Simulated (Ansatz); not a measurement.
# CoSn (P6/mmm): equation of state

One table from this session's results is given with a row withheld; the runs are named, their logs left out.

Method: DFT r²SCAN, scalar-relativistic, plane waves, PAW, in Ansatz 0.2.0.

2 further runs of the same task are left out: 2 that didn't finish. Runs told in other sessions of the task aren't counted.

## Starting point

It takes space group P6/mmm (No. 191, hexagonal). The conventional cell has a = 5.244 Å, b = 5.244 Å, c = 4.183 Å, α = 90.00°, β = 90.00°, γ = 120.00°. Co (site symmetry mmm) is surrounded by 6 Sn at 2.58 to 2.62 Å and 4 Co at 2.62 Å. Sn (site symmetry -6m2) is surrounded by 6 Co at 2.58 Å. Around Sn (site symmetry 6/mmm) lie 6 Co at 2.62 Å.

Structure file:

```
CELL_PARAMETERS angstrom
5.24375 0.00000 0.00000
-2.62187 4.54122 0.00000
0.00000 0.00000 4.18294
ATOMIC_POSITIONS crystal
Co 0.00000 0.50000 0.00000
Co 0.50000 0.50000 0.00000
Co 0.50000 0.00000 0.00000
Sn 0.66667 0.33333 0.50000
Sn 0.33333 0.66667 0.50000
Sn 0.00000 0.00000 0.00000
```

This cell comes from an earlier session at r²SCAN: 16.601 Å³/atom at 0.00 GPa, on a 6×6×8 mesh.

Volume factors to run: 0.980, 1.020, 0.960, 1.040, 1.070.

The first run:

File input.yaml:

```yaml
crystal:
  lattice:
    - [5.2085542902, 0.0, 0.0]
    - [-2.6042771451, 4.5107403323, 0.0]
    - [0.0, 0.0, 4.1548673191]
  atoms:
    - { symbol: Co, position: [0.0, 0.5, 0.0], spin: 0.05 }
    - { symbol: Co, position: [0.5, 0.5, 0.0], spin: 0.05 }
    - { symbol: Co, position: [0.5, 0.0, 0.0], spin: 0.05 }
    - { symbol: Sn, position: [0.6666666667, 0.3333333333, 0.5] }
    - { symbol: Sn, position: [0.3333333333, 0.6666666667, 0.5] }
    - { symbol: Sn, position: [0.0, 0.0, 0.0] }
basis:
  ecutwfc: 500
  ecutrho_ratio: 4
kpoints:
  mp_grid: { grid: [6, 6, 8] }
hamiltonian:
  xc: r2scan
scf:
  occupations: { method: gaussian, width: 0.05 }
output:
  forces: true
  stress: true
  eigenvalues: true
  populations: true
magnetization:
  spin_polarized: true
relax:
  f_tol: 0.01
  max_steps: 40
  cell: { stress_tol: 0.1, fix: [volume] }
```

On the command line:

```bash
ansatz run input.yaml --threads 4 --pin off --max-ram 7168MiB --backend cpu --events-out ev --progress --plain --runs-dir out
```

Among the steps run: Scaling the volume by 0.980; At 1.020 of the relaxed volume; At 0.960 of the relaxed volume; Scaling the volume by 1.040; Scaling the volume by 1.070.

One table of the session follows, with a row left open; its other results are not shown here.

It belongs to the step «The fit». 

```
volume (Å³/atom)  energy (meV/atom)  pressure (GPa)
          15.937              12.86            6.46
          16.269               3.09            3.04
          16.601               0.00            0.00
          16.933                  ?               ?
          17.265              11.02           -5.12
          17.764              31.93           -8.24
```

Estimate the missing values for volume (Å³/atom) = 16.933.

Worked estimate for «energy (meV/atom)». A straight line through the neighbours (16.601, 0.00) and (17.265, 11.02) gives 0.00 + (11.02 − 0.00) × (16.933 − 16.601) / (17.265 − 16.601) = 5.51; a parabola fitted to 4 rows on both sides gives 2.98.

The run gave: energy (meV/atom): 2.86; pressure (GPa): -2.71. In «energy (meV/atom)» the line misses by +2.65 and the parabola by +0.12.

Limits of these values: Warnings in the runs' records: seeded moment not kept, stability check not made.
